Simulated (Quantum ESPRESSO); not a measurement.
# B (P4/mmm) in Quantum ESPRESSO: convergence with wavefunction cutoff

Aim: find how far wavefunction cutoff must go before the results for B settle, at PBEsol. This setting moves, with any that are tied to it; all else stays.

Program: Quantum ESPRESSO 7.5. These are calculated values, not measurements. Logs are shortened: lines on timing, memory, paths and dates and some standing lists are left out, and cuts for length are marked.

### Step 1. The structure

The structure is tetragonal, space group P4/mmm (No. 123). The conventional cell has a = 2.346 Å, b = 2.346 Å, c = 1.586 Å, α = 90.00°, β = 90.00°, γ = 90.00°. B (site symmetry 4/mmm) is surrounded by 2 B at 1.59 Å.

The cell was built by a generator and needn't be a form met in nature.

### Step 2. With wavefunction cutoff 30 Ry

The input, pw.in:

```
&CONTROL
  calculation = 'scf'
  prefix = 'pwscf'
  outdir = './tmp'
  pseudo_dir = './pseudo'
  tprnfor = .true.
  tstress = .true.
  disk_io = 'nowf'
/
&SYSTEM
  ibrav = 0
  nat = 1
  ntyp = 1
  ecutwfc = 30
  nbnd = 6
  occupations = 'smearing'
  smearing = 'fd'
  degauss = 0.00999582
/
&ELECTRONS
  conv_thr = 2d-10
  electron_maxstep = 120
  mixing_beta = 0.5
/
ATOMIC_SPECIES
B     10.8100 B.upf
CELL_PARAMETERS angstrom
   2.3461100000    0.0000000000    0.0000000000
   0.0000000000    2.3461100000    0.0000000000
   0.0000000000    0.0000000000    1.5857900000
ATOMIC_POSITIONS crystal
B      0.5000000000    0.5000000000    0.5000000000
K_POINTS automatic
11 11 16 0 0 0
```

Potentials or basis: PseudoDojo 0.4 SR PBEsol stringent.

Run with:

```
OMP_NUM_THREADS=1 pw.x -in pw.in > pw.out
```

Run time: 1.4 s. Hardware: 1 thread of Arm Neoverse V1, shared host; peak memory 0.05 GiB.

Results:

| Item | Value |
| --- | --- |
| Free energy | -78.5114 eV |
| Pressure | -11.2 GPa |
| Band gap on the k mesh | none (metal or under the smearing width) |

### Step 3. With wavefunction cutoff 38 Ry

Changes to pw.in since step 2:

```diff
@@ -13,3 +13,3 @@
   ntyp = 1
-  ecutwfc = 30
+  ecutwfc = 38
   nbnd = 6
```

Potentials or basis: PseudoDojo 0.4 SR PBEsol stringent.

Run with:

```
OMP_NUM_THREADS=1 pw.x -in pw.in > pw.out
```

Run time: 2.6 s. Hardware: 1 thread of Arm Neoverse V1, shared host; peak memory 0.05 GiB.

Results:

| Property | Result |
| --- | --- |
| Free energy | -78.7017 eV |
| Pressure | -7.4 GPa |
| Band gap on the k mesh | none (metal or under the smearing width) |

### Step 4. With wavefunction cutoff 46 Ry

Changes to pw.in since step 3:

```diff
@@ -13,3 +13,3 @@
   ntyp = 1
-  ecutwfc = 38
+  ecutwfc = 46
   nbnd = 6
```

Run with:

```
OMP_NUM_THREADS=1 pw.x -in pw.in > pw.out
```

It took 2.3 s on 1 thread of Arm Neoverse V1, shared host; peak memory 0.05 GiB.

What came out:

| Item | Value |
| --- | --- |
| Free energy | -78.7782 eV |
| Pressure | -5.0 GPa |
| Band gap on the k mesh | none (metal or under the smearing width) |

### Step 5. With wavefunction cutoff 53 Ry

Changes to pw.in since step 4:

```diff
@@ -13,3 +13,3 @@
   ntyp = 1
-  ecutwfc = 46
+  ecutwfc = 53
   nbnd = 6
```

Run with:

```
OMP_NUM_THREADS=1 pw.x -in pw.in > pw.out
```

Wall time 4.6 s (1 thread of Arm Neoverse V1, shared host); peak memory 0.05 GiB.

What came out:

| Property | Result |
| --- | --- |
| Free energy | -78.8071 eV |
| Pressure | -3.7 GPa |
| Band gap on the k mesh | none (metal or under the smearing width) |

### Step 6. With wavefunction cutoff 61 Ry

Changes to pw.in since step 5:

```diff
@@ -13,3 +13,3 @@
   ntyp = 1
-  ecutwfc = 53
+  ecutwfc = 61
   nbnd = 6
```

Potentials or basis: PseudoDojo 0.4 SR PBEsol stringent.

Run with:

```
OMP_NUM_THREADS=1 pw.x -in pw.in > pw.out
```

Run time: 4.7 s. Hardware: 1 thread of Arm Neoverse V1, shared host; peak memory 0.05 GiB.

The run converged. Its results:

* Free energy: -78.8215 eV
* Pressure: -2.8 GPa
* Band gap on the k mesh: none (metal or under the smearing width)

### Step 7. With wavefunction cutoff 68 Ry

Changes to pw.in since step 6:

```diff
@@ -13,3 +13,3 @@
   ntyp = 1
-  ecutwfc = 61
+  ecutwfc = 68
   nbnd = 6
```

Run with:

```
OMP_NUM_THREADS=1 pw.x -in pw.in > pw.out
```

It took 4.8 s on 1 thread of Arm Neoverse V1, shared host; peak memory 0.05 GiB.

The run converged. Its results:

```
Free energy            : -78.8263 eV
Pressure               : -2.3 GPa
Band gap on the k mesh : none (metal or under the smearing width)
```

### Step 8. With wavefunction cutoff 76 Ry

Changes to pw.in since step 7:

```diff
@@ -13,3 +13,3 @@
   ntyp = 1
-  ecutwfc = 68
+  ecutwfc = 76
   nbnd = 6
```

Run with:

```
OMP_NUM_THREADS=1 pw.x -in pw.in > pw.out
```

Wall time 5.7 s (1 thread of Arm Neoverse V1, shared host); peak memory 0.05 GiB.

The run converged. Its results:

```
Free energy            : -78.8277 eV
Pressure               : -2.1 GPa
Band gap on the k mesh : none (metal or under the smearing width)
```

### Step 9. With wavefunction cutoff 91 Ry

Changes to pw.in since step 8:

```diff
@@ -13,3 +13,3 @@
   ntyp = 1
-  ecutwfc = 76
+  ecutwfc = 91
   nbnd = 6
```

Potentials or basis: PseudoDojo 0.4 SR PBEsol stringent.

Run with:

```
OMP_NUM_THREADS=1 pw.x -in pw.in > pw.out
```

Wall time 8.8 s (1 thread of Arm Neoverse V1, shared host); peak memory 0.05 GiB.

The run converged. Its results:

| Item | Value |
| --- | --- |
| Free energy | -78.8278 eV |
| Pressure | -2.0 GPa |
| Band gap on the k mesh | none (metal or under the smearing width) |

### Step 10. With wavefunction cutoff 114 Ry

Changes to pw.in since step 9:

```diff
@@ -13,3 +13,3 @@
   ntyp = 1
-  ecutwfc = 91
+  ecutwfc = 114
   nbnd = 6
```

Potentials or basis: PseudoDojo 0.4 SR PBEsol stringent.

Run with:

```
OMP_NUM_THREADS=1 pw.x -in pw.in > pw.out
```

pw.out:

```text
This program is part of the open-source Quantum ESPRESSO suite
     for quantum simulation of materials; please cite
[... 9 lines left out ...]
     --------------------
     sticks:   dense  smooth     PW     G-vecs:    dense   smooth      PW
     Sum         717     717    225                 9657     9657    1747

     Using Slab Decomposition

     bravais-lattice index     =            0
     lattice parameter (alat)  =       4.4335  a.u.
     unit-cell volume          =      58.9032 (a.u.)^3
     number of atoms/cell      =            1
     number of atomic types    =            1
     number of electrons       =         3.00
     number of Kohn-Sham states=            6
     kinetic-energy cutoff     =     114.0000  Ry
     charge density cutoff     =     456.0000  Ry
     scf convergence threshold =      2.0E-10
     mixing beta               =       0.5000
     number of iterations used =            8  plain     mixing
     Exchange-correlation= PBESOL
                           (   1   4  10   8   0   0   0)

     celldm(1)=   4.433505  celldm(2)=   0.000000  celldm(3)=   0.000000
     celldm(4)=   0.000000  celldm(5)=   0.000000  celldm(6)=   0.000000

     crystal axes: (cart. coord. in units of alat)
               a(1) = (   1.000000   0.000000   0.000000 )
               a(2) = (   0.000000   1.000000   0.000000 )
               a(3) = (   0.000000   0.000000   0.675923 )

     reciprocal axes: (cart. coord. in units 2 pi/alat)
               b(1) = (  1.000000  0.000000  0.000000 )
               b(2) = (  0.000000  1.000000  0.000000 )
               b(3) = (  0.000000  0.000000  1.479458 )

     PseudoPot. # 1 for B  read from file:
     B.upf
     Pseudo is Norm-conserving + core correction, Zval =  3.0
     Generated using ONCVPSP code by D. R. Hamann
     Using radial grid of 1534 points,  4 beta functions with:
                l(1) =   0
                l(2) =   0
                l(3) =   1
                l(4) =   1

     atomic species   valence    mass     pseudopotential
     B                 3.00    10.81000     B ( 1.00)

     16 Sym. Ops., with inversion, found

   Cartesian axes

     site n.     atom                  positions (alat units)
         1        B      tau(   1) = (   0.5000000   0.5000000   0.3379616  )

     number of k points=   189  Fermi-Dirac smearing, width (Ry)=  0.0100

     Number of k-points >= 100: set verbosity='high' to print them.

     Dense  grid:     9657 G-vectors     FFT dimensions: (  32,  32,  24)

     Initial potential from superposition of free atoms

     starting charge       2.9997, renormalised to       3.0000
     Starting wfcs are    4 randomized atomic wfcs +    2 random wfcs

     Self-consistent Calculation

     iteration #  1     ecut=   114.00 Ry     beta= 0.50
     Davidson diagonalization with overlap
     ethr =  1.00E-02,  avg # of iterations =  5.5

     total energy              =      -5.79373640 Ry
     estimated scf accuracy    <       0.05738297 Ry

     iteration #  2     ecut=   114.00 Ry     beta= 0.50
     Davidson diagonalization with overlap
     ethr =  1.91E-03,  avg # of iterations =  1.1

     total energy              =      -5.79299612 Ry
     estimated scf accuracy    <       0.00709603 Ry

     iteration #  3     ecut=   114.00 Ry     beta= 0.50
     Davidson diagonalization with overlap
     ethr =  2.37E-04,  avg # of iterations =  1.6

     total energy              =      -5.79374077 Ry
     estimated scf accuracy    <       0.00006782 Ry

     iteration #  4     ecut=   114.00 Ry     beta= 0.50
     Davidson diagonalization with overlap
     ethr =  2.26E-06,  avg # of iterations =  4.4

     total energy              =      -5.79374892 Ry
     estimated scf accuracy    <       0.00000219 Ry

     iteration #  5     ecut=   114.00 Ry     beta= 0.50
     Davidson diagonalization with overlap
     ethr =  7.31E-08,  avg # of iterations =  1.3

     total energy              =      -5.79374932 Ry
     estimated scf accuracy    <       0.00000014 Ry

     iteration #  6     ecut=   114.00 Ry     beta= 0.50
     Davidson diagonalization with overlap
     ethr =  4.81E-09,  avg # of iterations =  1.2

     total energy              =      -5.79374935 Ry
     estimated scf accuracy    <          8.5E-10 Ry

     iteration #  7     ecut=   114.00 Ry     beta= 0.50
     Davidson diagonalization with overlap
     ethr =  2.82E-11,  avg # of iterations =  2.7

     End of self-consistent calculation

     Number of k-points >= 100: set verbosity='high' to print the bands.

     the Fermi energy is     7.5823 ev

!    total energy              =      -5.79374935 Ry
     estimated scf accuracy    <          4.5E-11 Ry
     smearing contrib. (-TS)   =      -0.00083880 Ry
     internal energy E=F+TS    =      -5.79291055 Ry

     The total energy is F=E-TS. E is the sum of the following terms:
     one-electron contribution =       2.41633618 Ry
     hartree contribution      =       0.34464790 Ry
     xc contribution           =      -2.34016771 Ry
     ewald contribution        =      -6.21372692 Ry

     convergence has been achieved in   7 iterations

     Forces acting on atoms (cartesian axes, Ry/au):

     atom    1 type  1   force =     0.00000000    0.00000000    0.00000000

     Total force =     0.000000     Total SCF correction =     0.000000

     Computing stress (Cartesian axis) and pressure

          total   stress  (Ry/bohr**3)                   (kbar)     P=      -20.26
  -0.00031185   0.00000000   0.00000000          -45.88        0.00        0.00
   0.00000000  -0.00031185   0.00000000            0.00      -45.88        0.00
   0.00000000   0.00000000   0.00021054            0.00        0.00       30.97

=------------------------------------------------------------------------------=
   JOB DONE.
=------------------------------------------------------------------------------=
```

Run time: 11 s. Hardware: 1 thread of Arm Neoverse V1, shared host; peak memory 0.05 GiB.

Results:

| Quantity | Value |
| --- | --- |
| Free energy | -78.8280 eV |
| Pressure | -2.0 GPa |
| Band gap on the k mesh | none (metal or under the smearing width) |

### Step 11. Result

```
wavefunction cutoff  energy less the tightest run, at zero smearing (meV/atom)  pressure (GPa)  SCF cycles  CPU time (s)  peak memory (GiB)
              30 Ry                                                     316.53          -11.23           7           1.4               0.05
              38 Ry                                                     126.29           -7.43           7           2.6               0.05
              46 Ry                                                      49.79           -5.04           7           2.3               0.05
              53 Ry                                                      20.83           -3.73           7           4.6               0.05
              61 Ry                                                       6.45           -2.76           7           4.7               0.05
              68 Ry                                                       1.63           -2.27           7           4.8               0.05
              76 Ry                                                       0.31           -2.07           7           5.7               0.05
              91 Ry                                                       0.13           -2.02           7           8.8               0.05
             114 Ry                                                       0.00           -2.03           7            11               0.05
```

Against the tightest run, the energy stays within 1 meV/atom from 76 Ry on; the pressure stays within 0.1 GPa from 76 Ry on. The tightest run that finished is the yardstick and may itself not be fully converged.
